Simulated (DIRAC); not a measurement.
**KCl (SMILES [Cl][K]) at PBE/dyall-av2z (X2C-SO, uncontracted yes)**

Aim: a point of an energy scan of KCl. 

The results are computed with DIRAC 26.1 (patched).

22 further runs of the same task are left out: 22 set aside as unsound or not needed. Runs told in other sessions of the task aren't counted.

## (1) The system as given

KCl: 2 atoms, total charge 0, spin state singlet. As SMILES, `[Cl][K]`.

Bond lengths: Cl1–K2 2.760 Å.

## (2) A point of an energy scan at PBE/dyall-av2z (X2C-SO, uncontracted yes)

Input file mol.mol:

```
DIRAC
ClK
dyall-av2z
C   2              A
       17.    1
Cl        0.00000000      0.00000000      0.00000000
LARGE BASIS dyall.av2z
       19.    1
K         0.00000000      0.00000000      2.75954177
LARGE BASIS dyall.av2z
FINISH
```

Input file dft.inp:

```
# Kramers-restricted calculation
**DIRAC
.WAVE FUNCTION
**HAMILTONIAN
.X2C
.DFT
PBE
**INTEGRALS
*READIN
.UNCONTRACT
**GRID
.ULTRAFINE
**WAVE FUNCTION
.SCF
**END OF INPUT
```

Launch:

```console
$ pam --inp=dft.inp --mol=mol.mol --noarch --mw=163 --aw=368
```

The program printed:

```text
SCF - CYCLE
                                   -----------

* Convergence on norm of error vector (gradient).
  Desired convergence:1.000D-07
  Allowed convergence:1.000D-06

* ERGVAL - convergence in total energy
* FCKVAL - convergence in maximum change in total Fock matrix
* EVCVAL - convergence in error vector (gradient)
--------------------------------------------------------------------------------------------------------------------------------
           Energy               ERGVAL    FCKVAL    EVCVAL      Conv.acc    CPU          Integrals
--------------------------------------------------------------------------------------------------------------------------------
It.    1    -560.3024582383      0.00D+00  0.00D+00  0.00D+00               0.02516699s   Atom. scrpot
It.    2    -1063.477938205      5.03D+02 -1.90D+01  3.62D+00               0.38800000s   LL
It.    3    -1062.988331333     -4.90D-01 -7.20D-01  1.22D+00   DIIS   2    0.26400000s   LL
It.    4    -1063.111980999      1.24D-01  1.14D+00  1.40D+00   DIIS   3    0.25800000s   LL
It.    5    -1063.530757656      4.19D-01 -4.33D-01  2.78D-01   DIIS   4    0.25800000s   LL
It.    6    -1063.562023356      3.13D-02 -1.42D-01  5.06D-02   DIIS   5    0.25800000s   LL
It.    7    -1063.562627710      6.04D-04  2.23D-02  1.55D-02   DIIS   6    0.25600000s   LL
It.    8    -1063.562665174      3.75D-05 -4.45D-03  6.60D-03   DIIS   7    0.25700000s   LL
It.    9    -1063.562677650      1.25D-05  2.01D-03  1.04D-03   DIIS   8    0.25600000s   LL
It.   10    -1063.562677883      2.33D-07  3.48D-04  2.10D-04   DIIS   9    0.25500000s   LL
It.   11    -1063.562677896      1.24D-08  4.89D-05  2.47D-05   DIIS   9    0.25300000s   LL
It.   12    -1063.562677896      1.46D-10 -5.89D-06  6.86D-06   DIIS   9    0.25300000s   LL
It.   13    -1063.562677896      3.32D-11  2.21D-06  6.99D-07   DIIS   9    0.24900000s   LL
It.   14    -1063.562677896     -6.59D-12  2.57D-07  5.43D-08   DIIS   9    0.24800000s   LL
--------------------------------------------------------------------------------------------------------------------------------
* Convergence after   14 iterations.
      No 2-ints    :    0.02500000s
      LL           :    0.26561538s

                                   TOTAL ENERGY
                                   ------------

   Charge of molecule : 0

   Electronic energy                        :    -1125.5020335032216

   Other contributions to the total energy
   Nuclear repulsion energy                 :       61.9393556074754

   Sum of all contributions to the energy
   Total energy                             :    -1063.5626778957462

                                   Eigenvalues
                                   -----------

* Block   1 in E1 :  Omega =  1/2
  * Closed shell, f = 1.0000
   -129.3756327363  ( 2)      -100.8704108021  ( 2)       -12.9915078644  ( 2)       -10.3673755608  ( 2)       -10.2652359768  ( 2)
     -9.0983569332  ( 2)        -6.8938802816  ( 2)        -6.8350167164  ( 2)        -1.3094493471  ( 2)        -0.7096665938  ( 2)
     -0.6991270205  ( 2)        -0.6001821229  ( 2)        -0.1841867584  ( 2)        -0.1735096141  ( 2)
  * Virtual eigenvalues, f = 0.0000
     -0.0716897663  ( 2)        -0.0103703610  ( 2)        -0.0021577283  ( 2)         0.0049094825  ( 2)         0.0102737920  ( 2)
      0.0174068715  ( 2)         0.0476186415  ( 2)         0.0624473702  ( 2)         0.0689492705  ( 2)         0.1163678375  ( 2)
      0.1234927292  ( 2)         0.1844235393  ( 2)         0.2249256442  ( 2)         0.2492332035  ( 2)         0.2646567605  ( 2)
      0.3002206697  ( 2)         0.3229132030  ( 2)         0.4334203244  ( 2)         0.5444911764  ( 2)         0.7470020763  ( 2)
      0.8319699263  ( 2)         1.0172214565  ( 2)         1.0207612347  ( 2)         1.0997716393  ( 2)         1.1936392993  ( 2)
      1.3158582358  ( 2)         1.4946359488  ( 2)         1.6530746648  ( 2)         1.7725040485  ( 2)         3.8461722064  ( 2)
      3.8842943058  ( 2)         4.0162220494  ( 2)         4.1072065521  ( 2)         9.3861955988  ( 2)        12.2064223966  ( 2)
     14.6128587645  ( 2)        14.7004041570  ( 2)        17.3699864079  ( 2)        17.4811265295  ( 2)        51.3137193576  ( 2)
     51.5808866775  ( 2)        63.0380538761  ( 2)        65.0384990585  ( 2)        65.3489793230  ( 2)        67.5389504187  ( 2)
    170.5866779231  ( 2)       171.6061892481  ( 2)       243.0082837091  ( 2)       244.4167738388  ( 2)       261.2897697707  ( 2)
    269.6682636370  ( 2)       591.8313971026  ( 2)       596.7913503626  ( 2)       837.9826368599  ( 2)       926.2774154275  ( 2)
   1072.6914268681  ( 2)      1086.0991658505  ( 2)      2447.5076020351  ( 2)      2493.3518688478  ( 2)      2509.4800276954  ( 2)
   2979.5964777477  ( 2)      7242.6592558517  ( 2)      9311.5830273178  ( 2)     20012.8935148549  ( 2)     28238.3870484216  ( 2)
  53995.8251124937  ( 2)     89956.1099478482  ( 2)    159975.9225817946  ( 2)

* Block   2 in E1 :  Omega =  3/2
  * Closed shell, f = 1.0000
    -10.2656939005  ( 2)        -6.8342969486  ( 2)        -0.7011315617  ( 2)        -0.1712760269  ( 2)
  * Virtual eigenvalues, f = 0.0000
     -0.0101589484  ( 2)         0.0103191316  ( 2)         0.0626868992  ( 2)         0.1168337293  ( 2)         0.2249689014  ( 2)
      0.2349576476  ( 2)         0.2655651661  ( 2)         0.3821459240  ( 2)         0.4334626892  ( 2)         0.7496765829  ( 2)
      1.0231383851  ( 2)         1.1818642471  ( 2)         1.1937140521  ( 2)         1.4166542256  ( 2)         1.4947737025  ( 2)
      3.8626966285  ( 2)         4.0306155149  ( 2)        14.6841819144  ( 2)        17.4327515351  ( 2)        51.5695985654  ( 2)
     65.3160354104  ( 2)       171.5977204336  ( 2)       244.3935430652  ( 2)       596.7851786543  ( 2)      1086.0843552939  ( 2)
   2493.3481329273  ( 2)

* Block   3 in E1 :  Omega =  5/2
  * Virtual eigenvalues, f = 0.0000
      0.2350408838  ( 2)         0.3821682110  ( 2)         1.1819831399  ( 2)         1.4169256770  ( 2)

* Occupation in fermion symmetry E1
  * Inactive orbitals
      1/2  1/2  1/2  1/2  3/2  1/2  1/2  1/2  1/2  3/2  1/2  1/2  3/2  1/2  1/2  1/2  1/2  3/2
  * Virtual orbitals
      1/2  1/2  3/2  1/2  1/2  1/2  3/2  1/2  1/2  1/2  3/2  1/2  1/2  3/2  1/2  1/2  1/2  3/2
      3/2  5/2  1/2  1/2  3/2  1/2  1/2  3/2  5/2  1/2  3/2  1/2  1/2  3/2  1/2  1/2  1/2  3/2
      1/2  3/2  5/2  1/2  3/2  1/2  3/2  5/2  1/2  3/2  1/2  1/2  1/2  3/2  1/2  1/2  3/2  1/2
      1/2  1/2  1/2  3/2  1/2  1/2  3/2  1/2  1/2  3/2  1/2  1/2  1/2  3/2  1/2  1/2  1/2  3/2
      1/2  1/2  3/2  1/2  1/2  1/2  1/2  3/2  1/2  1/2  1/2  1/2  3/2  1/2  1/2  3/2  1/2  1/2
      1/2  1/2  1/2  1/2  1/2  1/2  1/2  1/2

* Occupation of subblocks
                       E1 :   1/2  3/2  5/2
  closed shells (f=1.0000):   14    4    0
 virtual shells (f=0.0000):   68   26    4
tot.num. of pos.erg shells:   82   30    4

* HOMO - LUMO gap:

    E(LUMO) :    -0.07168977 au (symmetry E1 )
  - E(HOMO) :    -0.17127603 au (symmetry E1 )
  ------------------------------------------
    gap     :     0.09958626 au

* INFO: E(LUMO) - E(HOMO) small or negative.

 * Closing HDF5 checkpoint file
    - Checkpoint file contains all required data, can be used for restarts
    - Checkpoint file closed

*****************************************************
********** E N D   of   D I R A C  output  **********
*****************************************************

>>>> Total WALL time used in DIRAC: 3s
```

Wall time 3.9 s (1 thread of Arm Neoverse V2, shared host); peak memory 0.076 GiB.

## (3) Results

Level: PBE/dyall-av2z (X2C-SO, uncontracted yes).

| quantity | value |
| --- | --- |
| total energy | -1063.56268 Eh |
| HOMO energy | -4.66 eV |
| LUMO energy | -1.95 eV |
| HOMO–LUMO gap | 2.71 eV |
